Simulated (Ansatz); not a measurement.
# CH₂BBrO: ionisation energy by level of theory

One table from this session's results is given with a row withheld; the runs are named, their logs left out.

The runs use Ansatz 0.2.0, Gaussian basis; unrestricted cation, the program's frozen cores in correlated methods.

Levels to be run: UKS PBE-D4/def2-TZVPP; UKS r2SCAN-D4/def2-TZVPP; UKS PBE0-D4/def2-TZVPP; UKS B3LYP-D4/def2-TZVPP; UKS wB97X-V/def2-TZVPP; UKS wB97M-V/def2-TZVPP; UKS B2PLYP/def2-TZVPP; UHF-CCSD(T)/def2-TZVPP; UHF-MP2/def2-QZVPP; extrapolation to the limit; then −ε(HOMO) from the neutral's earlier runs with LDA (SPW92), PBE-D4, revPBE-D4, BLYP-D4, r2SCAN-D4, B97M-V, PBE0-D4, B3LYP-D4, r2SCANh-D4, r2SCAN0-D4, HSE06-D4, BHLYP-D4, CAM-B3LYP-D4, LC-ωPBE, ωB97X-V, ωB97M-V.

## Structure used throughout

The geometry comes from an earlier relaxation with PBE0-D4 in a triple-zeta def2 set; it is a stationary point.

6 atoms, charge 0, spin multiplicity 1.

Atoms are counted from 1 here; the program's logs count them from 0.

Bond lengths: Br1–C2 1.916 Å, C2–B3 1.503 Å, C2–O4 1.465 Å, C2–H5 1.083 Å, B3–O4 1.336 Å, B3–H6 1.181 Å. Angles: Br1–C2–B3 121.3°, Br1–C2–O4 115.0°, Br1–C2–H5 110.1°, B3–C2–O4 53.5°, B3–C2–H5 127.5°, O4–C2–H5 113.7°, C2–B3–O4 61.8°, C2–B3–H6 159.8°, O4–B3–H6 138.4°, C2–O4–B3 64.7°.

Set-up of the first run:

Contents of in.yaml:

```yaml
crystal:
  periodic: [false, false, false]
  atoms:
    - {symbol: Br, position_ang: [1.756025, 0.575166, -1.157926]}
    - {symbol: C, position_ang: [0.331562, -0.381025, -0.305504]}
    - {symbol: B, position_ang: [-0.547613, 0.278878, 0.720001]}
    - {symbol: O, position_ang: [-1.005988, 0.172961, -0.530118]}
    - {symbol: H, position_ang: [0.407556, -1.438058, -0.526326]}
    - {symbol: H, position_ang: [-0.899442, 0.728077, 1.753672]}
basis:
  gaussian: {orbitals: def2-TZVPP}
total_charge: 1
magnetization: {spin_polarized: true, initial_magnetization: 1}
hamiltonian: {xc: pbe, dispersion: d4}
```

Steps of the session up to this table: Cation, UKS PBE-D4/def2-TZVPP; Cation, UKS r2SCAN-D4/def2-TZVPP; Cation, UKS PBE0-D4/def2-TZVPP; Cation, UKS B3LYP-D4/def2-TZVPP; Cation, UKS wB97X-V/def2-TZVPP; Cation, UKS wB97M-V/def2-TZVPP; Cation, UKS B2PLYP (frozen core)/def2-TZVPP; Cation, UHF-CCSD(T)/def2-TZVPP; Cation, UHF-MP2/def2-QZVPP.

One of the session's tables, all rows but one given; the rest of the session is left out.

It belongs to the step «Ionisation energies side by side». Orbital estimates, from the neutral's runs:

```
  functional  −ε(HOMO) (eV)
 LDA (SPW92)           6.67
      PBE-D4              ?
   revPBE-D4           6.44
     BLYP-D4           6.37
   r2SCAN-D4           6.76
      B97M-V           6.84
     PBE0-D4           7.77
    B3LYP-D4           7.55
  r2SCANh-D4           7.23
  r2SCAN0-D4           7.94
    HSE06-D4           7.37
    BHLYP-D4           8.93
CAM-B3LYP-D4           9.14
     LC-ωPBE          10.51
     ωB97X-V          10.13
     ωB97M-V          10.00
```

Q: Estimate the row for PBE-D4 from the others.

The run gave: −ε(HOMO) (eV): 6.50. In the column «−ε(HOMO) (eV)» it lies between revPBE-D4 (6.44) and LDA (SPW92) (6.67).
